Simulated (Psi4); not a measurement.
# triplet CBrClF2: levels of theory compared

We compute a comparison of 4 runs (U-r2SCAN/cc-pVDZ, U-revPBE/cc-pVDZ, UBLYP/cc-pVDZ, UPBE/cc-pVDZ) of triplet CBrClF2. 

The results are computed with Psi4 1.11.

1 further run of the same task is left out (set aside as unsound or not needed).

### Step 1. Starting point

The species is CBrClF2 (5 atoms), meant as a triplet with charge 0. SMILES of the parent species: `FC(F)(Cl)Br`. The shape is that of a PBE0-D4/def2-TZVP optimisation. That shape belongs to the parent species and isn't relaxed for this state.

Bond lengths: F1–C2 1.325 Å, C2–F3 1.325 Å, C2–Cl4 1.755 Å, C2–Br5 1.936 Å. Angles: F1–C2–F3 108.1°, F1–C2–Cl4 109.5°, F1–C2–Br5 109.1°, F3–C2–Cl4 109.5°, F3–C2–Br5 109.1°, Cl4–C2–Br5 111.6°.

### Step 2. Energy and gradient at U-r2SCAN/cc-pVDZ (run 1)

Input file cbrclf2.py:

```python
import psi4

psi4.set_memory(1600000000)
psi4.set_num_threads(1)
psi4.set_output_file('cbrclf2.out', False)

mol = psi4.geometry("""
0 3
F
C 1 1.325324
F 2 1.325358 1 108.06715
Cl 2 1.754858 1 109.50838 3 119.21857
Br 2 1.936184 1 109.06026 3 -118.43109
symmetry c1
no_reorient
no_com
""")

psi4.set_options({
    'basis': 'cc-pVDZ',
    'reference': 'uks',
    'puream': True,
    'e_convergence': 1e-09,
    'd_convergence': 1e-08,
    'scf_type': 'pk',
    'dft_radial_points': 99,
    'dft_spherical_points': 590,
    'maxiter': 200,
})

energy_value, wavefunction = psi4.gradient("R2SCAN", molecule=mol, return_wfn=True)
psi4.oeprop(wavefunction, "LOWDIN_CHARGES", "QUADRUPOLE", "MULLIKEN_CHARGES", title="R2SCAN")
print('gradient / Eh bohr^-1')
print(energy_value.np.round(6))
print(f'energy = {wavefunction.energy():.10f} Eh')
```

The run is started by

```sh
$ python cbrclf2.py
```

cbrclf2.out:

```text
[...]
  Running in c1 symmetry.
[...]
  Nuclear repulsion =  442.820396195940134
[...]
  Multiplicity = 3
[...]
  Nalpha       = 39
  Nbeta        = 37
[...]
    Number of basis functions: 87
[...]
   @UKS iter   1: -3271.57367571840632   -9.25243e-01   8.16389e-03 DIIS/ADIIS
[...]
   @UKS iter  23: -3271.77341405736570    4.09273e-12   4.80741e-09 DIIS
[...]
   @S^2 Observed:                2.004579877E+00
[...]
  @UKS Final Energy: -3271.77341405736570
   => Energetics <=
    Nuclear Repulsion Energy =            442.8203961959401340
    One-Electron Energy =               -5428.1645543045742670
    Two-Electron Energy =                1859.4157296955540914
    DFT Exchange-Correlation Energy =    -145.8449856442851456
    Empirical Dispersion Energy =           0.0000000000000000
    VV10 Nonlocal Energy =                  0.0000000000000000
    Total Energy =                      -3271.7734140573656987
[...]
  -Total Gradient:
     Atom            X                  Y                   Z
    ------   -----------------  -----------------  -----------------
       1        0.001917334099     0.001828386463     0.028017548354
       2       -0.088772580954     0.048218117949     0.034971582397
       3        0.001924634139     0.027186184050    -0.006943513465
       4       -0.042097226683    -0.015888928191    -0.011527312117
       5        0.127345026081    -0.060650132916    -0.044014971928
[...]
 Multipole Moments:
 ------------------------------------------------------------------------------------
     Multipole            Electronic (a.u.)      Nuclear  (a.u.)        Total (a.u.)
 ------------------------------------------------------------------------------------
 L = 1.  Multiply by 2.5417464519 to convert [e a0] to [Debye]
 Dipole X            :         -7.4115491            6.9965096           -0.4150395
 Dipole Y            :          2.0061851           -1.8868459            0.1193392
 Dipole Z            :          1.4556537           -1.3691418            0.0865119
 Magnitude           :                                                    0.4404361
 L = 2.  Multiply by 1.3450342976 to convert [e a0^2] to [Debye ang]
 Quadrupole XX       :       -438.6685635          403.4037429          -35.2648206
 Quadrupole XY       :         55.7225805          -55.5543355            0.1682450
[...]
```

On the terminal:

```text
gradient / Eh bohr^-1
[[ 0.001917  0.001828  0.028018]
 [-0.088773  0.048218  0.034972]
 [ 0.001925  0.027186 -0.006944]
 [-0.042097 -0.015889 -0.011527]
 [ 0.127345 -0.06065  -0.044015]]
energy = -3271.7734140574 Eh
```

Wall time 1.8 min (1 thread of Intel Xeon 6975P-C (Granite Rapids), shared host); peak memory 1 GiB.

### Step 3. Energy and gradient at U-revPBE/cc-pVDZ (run 2)

Input file job.json:

```json
{
  "schema_name": "qcschema_input",
  "schema_version": 1,
  "molecule": {
    "schema_name": "qcschema_molecule",
    "schema_version": 2,
    "symbols": ["F", "C", "F", "Cl", "Br"],
    "geometry": [-2.09665114, 0.04686521, 1.53653631, -0.03741658, -0.16459515, 0.12680062, 1.55637844, -1.6960292, 1.30466692, -0.84055018, -1.45622295, -2.8200383, 1.51253679, 3.13089824, -0.22620022],
    "molecular_charge": 0,
    "molecular_multiplicity": 3,
    "fix_symmetry": "c1"
  },
  "driver": "gradient",
  "model": {
    "method": "revpbe",
    "basis": "cc-pVDZ"
  },
  "keywords": {
    "reference": "uks",
    "puream": true,
    "e_convergence": 1e-09,
    "d_convergence": 1e-08,
    "scf_type": "pk",
    "dft_radial_points": 99,
    "dft_spherical_points": 590,
    "maxiter": 200,
    "scf_properties": ["DIPOLE", "WIBERG_LOWDIN_INDICES", "LOWDIN_CHARGES"]
  }
}
```

The run is started by

```sh
$ psi4 --qcschema job.json -n 1 --memory 1600MB
```

stdout:

```text
[...]
  Running in c1 symmetry.
[...]
  Nuclear repulsion =  442.820372611977007
[...]
  Multiplicity = 3
[...]
  Nalpha       = 39
  Nbeta        = 37
[...]
    Number of basis functions: 87
[...]
   @UKS iter   1: -3271.33500365236205   -8.75683e-01   8.24956e-03 ADIIS/DIIS
[...]
   @UKS iter  16: -3271.54522966176955    1.81899e-12   2.36774e-09 DIIS
[...]
   @S^2 Observed:                2.002257555E+00
[...]
  @UKS Final Energy: -3271.54522966176955
   => Energetics <=
    Nuclear Repulsion Energy =            442.8203726119770067
    One-Electron Energy =               -5428.2910498720975738
    Two-Electron Energy =                1859.5022390620820261
    DFT Exchange-Correlation Energy =    -145.5767914637314675
    Empirical Dispersion Energy =           0.0000000000000000
    VV10 Nonlocal Energy =                  0.0000000000000000
    Total Energy =                      -3271.5452296617695538
[...]
 Multipole Moments:
 ------------------------------------------------------------------------------------
     Multipole            Electronic (a.u.)      Nuclear  (a.u.)        Total (a.u.)
 ------------------------------------------------------------------------------------
 L = 1.  Multiply by 2.5417464519 to convert [e a0] to [Debye]
 Dipole X            :          3.2452317           -3.1939922            0.0512395
 Dipole Y            :          6.6380371           -6.5277721            0.1102650
 Dipole Z            :          1.2335428           -1.2539933           -0.0204505
 Magnitude           :                                                    0.1232967
[...]
  -Total Gradient:
     Atom            X                  Y                   Z
    ------   -----------------  -----------------  -----------------
       1        0.031784960702     0.001409561324    -0.025589434460
       2        0.030152978370     0.067227865006    -0.029994179578
       3       -0.021361999725     0.026755885069    -0.022210339877
       4        0.015186767601     0.023727317879     0.060892926409
       5       -0.055754761650    -0.119102144037     0.016887814338
[...]
```

The result, in JSON:

```text
{
 "driver": "gradient",
 "model": {
  "method": "revpbe",
  "basis": "cc-pVDZ"
 },
 "success": true,
 "return_result": [0.03178496070163683, 0.0014095613243268468, -0.02558943445966691, 0.03015297836964785, 0.06722786500593353, -0.029994179577527702, -0.02136199972533931, 0.026755885069494167, -0.022210339877257623, 0.015186767600545315, 0.023727317879039436, 0.06089292640889586, -0.05575476164971977, -0.11910214403650039, 0.01688781433781777],
 "properties": {
  "calcinfo_nbasis": 87,
  "calcinfo_nmo": 87,
  "calcinfo_nalpha": 39,
  "calcinfo_nbeta": 37,
  "calcinfo_natom": 5,
  "nuclear_repulsion_energy": 442.820372611977,
  "return_energy": -3271.5452296617696,
  "return_gradient": [0.03178496070163683, 0.0014095613243268468, -0.02558943445966691, 0.03015297836964785, 0.06722786500593353, -0.029994179577527702, -0.02136199972533931, 0.026755885069494167, -0.022210339877257623, 0.015186767600545315, 0.023727317879039436, 0.06089292640889586, -0.05575476164971977, -0.11910214403650039, 0.01688781433781777],
  "scf_one_electron_energy": -5428.291049872098,
  "scf_two_electron_energy": 1859.502239062082,
  "scf_xc_energy": -145.57679146373147,
  "scf_dipole_moment": [0.05123945534564012, 0.11026504513965563, -0.020450519165002845],
  "scf_total_energy": -3271.5452296617696,
  "scf_total_gradient": [0.03178496070163683, 0.0014095613243268468, -0.02558943445966691, 0.03015297836964785, 0.06722786500593353, -0.029994179577527702, -0.02136199972533931, 0.026755885069494167, -0.022210339877257623, 0.015186767600545315, 0.023727317879039436, 0.06089292640889586, -0.05575476164971977, -0.11910214403650039, 0.01688781433781777],
  "scf_iterations": 16
 }
}
```

Run time: 73 s. Hardware: 1 thread of Intel Xeon 6975P-C (Granite Rapids), shared host; peak memory 1.1 GiB.

Run 3 isn't shown in full; the table further down has it.

### Step 4. Energy and gradient at UPBE/cc-pVDZ (run 4)

Input file job.py:

```python
import psi4

psi4.set_memory('1600 MB')
psi4.set_num_threads(1)
psi4.core.set_output_file('cbrclf2.out', False)

geom = psi4.geometry("""
0 3
F     -1.109500     0.024800     0.813100
C     -0.019800    -0.087100     0.067100
F      0.823600    -0.897500     0.690400
Cl    -0.444800    -0.770600    -1.492300
Br     0.800400     1.656800    -0.119700
symmetry c1
no_reorient
no_com
""")

psi4.set_options({
    'basis': 'cc-pVDZ',
    'reference': 'uks',
    'puream': True,
    'e_convergence': 1e-09,
    'd_convergence': 1e-08,
    'scf_type': 'pk',
    'dft_radial_points': 99,
    'dft_spherical_points': 590,
    'maxiter': 200,
})

energy_value, wavefunction = psi4.gradient("pbe", return_wfn=True)
psi4.oeprop(wavefunction, "LOWDIN_CHARGES", "WIBERG_LOWDIN_INDICES", "QUADRUPOLE", title="PBE")
print('gradient / Eh bohr^-1')
print(energy_value.np.round(6))
print(f'energy = {wavefunction.energy():.10f} Eh')
```

The run is started by

```sh
$ python job.py
```

cbrclf2.out:

```text
[...]
  Running in c1 symmetry.
[...]
  Nuclear repulsion =  442.820372606115654
[...]
  Multiplicity = 3
[...]
  Nalpha       = 39
  Nbeta        = 37
[...]
    Number of basis functions: 87
[...]
   @UKS iter   1: -3270.91287864145579   -8.66735e-01   8.29764e-03 DIIS/ADIIS
[...]
   @UKS iter  15: -3271.12612870364592   -1.81899e-11   8.80603e-09 DIIS
[...]
   @S^2 Observed:                2.002045284E+00
[...]
  @UKS Final Energy: -3271.12612870364592
   => Energetics <=
    Nuclear Repulsion Energy =            442.8203726061156544
    One-Electron Energy =               -5428.2292865665622230
    Two-Electron Energy =                1859.4301224124549208
    DFT Exchange-Correlation Energy =    -145.1473371556540712
    Empirical Dispersion Energy =           0.0000000000000000
    VV10 Nonlocal Energy =                  0.0000000000000000
    Total Energy =                      -3271.1261287036459180
[...]
  -Total Gradient:
     Atom            X                  Y                   Z
    ------   -----------------  -----------------  -----------------
       1        0.027037946830     0.001910526398    -0.022384351583
       2        0.030277052196     0.067778802485    -0.032183379335
       3       -0.017682350645     0.023236543569    -0.019540139010
       4        0.014233551710     0.022172427371     0.057562513886
       5       -0.053857796098    -0.115079126616     0.016534227727
[...]
 Multipole Moments:
 ------------------------------------------------------------------------------------
     Multipole            Electronic (a.u.)      Nuclear  (a.u.)        Total (a.u.)
 ------------------------------------------------------------------------------------
 L = 1.  Multiply by 2.5417464519 to convert [e a0] to [Debye]
 Dipole X            :        -33.5164831           33.5624809            0.0459977
 Dipole Y            :        -68.8946243           68.9956016            0.1009773
 Dipole Z            :         29.4927866          -29.5260258           -0.0332392
 Magnitude           :                                                    0.1158320
 L = 2.  Multiply by 1.3450342976 to convert [e a0^2] to [Debye ang]
 Quadrupole XX       :       -187.9395996          153.4555208          -34.4840788
 Quadrupole XY       :       -161.7131266          161.9500835            0.2369569
[...]
```

The script printed:

```text
gradient / Eh bohr^-1
[[ 0.027038  0.001911 -0.022384]
 [ 0.030277  0.067779 -0.032183]
 [-0.017682  0.023237 -0.01954 ]
 [ 0.014234  0.022172  0.057563]
 [-0.053858 -0.115079  0.016534]]
energy = -3271.1261287036 Eh
```

Wall time 74 s (1 thread of Intel Xeon 6975P-C (Granite Rapids), shared host); peak memory 1.1 GiB.

### Step 5. All runs side by side

| run | level | task | energy (Eh) | dipole moment (D) | HOMO energy (eV) | ⟨S²⟩ | wall time |
| --- | --- | --- | --- | --- | --- | --- | --- |
| 1 | U-r2SCAN/cc-pVDZ | gradient | -3271.773414 | 1.12 | -2.58 | 2.005 | 1.8 min |
| 2 | U-revPBE/cc-pVDZ | gradient | -3271.545230 | 0.31 | -2.07 | 2.002 | 73 s |
| 3 | UBLYP/cc-pVDZ | energy | -3271.917389 | 0.27 | -1.90 | 2.002 | 26 s |
| 4 | UPBE/cc-pVDZ | gradient | -3271.126129 | 0.29 | -2.09 | 2.002 | 74 s |

### Step 6. Outcome

| quantity | value |
| --- | --- |
| run 4: total energy | -3271.12613 Eh |
| run 4: dipole moment | 0.29 D |
| run 4: HOMO energy (highest over α and β) | -2.09 eV |
| run 4: ⟨S²⟩ | 2.002 |
| run 4: largest force on an atom | 6.589 eV/Å |

In words: The dipole moment (its size) runs from 0.27 D (UBLYP/cc-pVDZ) to 1.12 D (U-r2SCAN/cc-pVDZ). Totals of different functionals can't be ranked against each other. All runs together took 4.7 min, the longest 1.8 min.
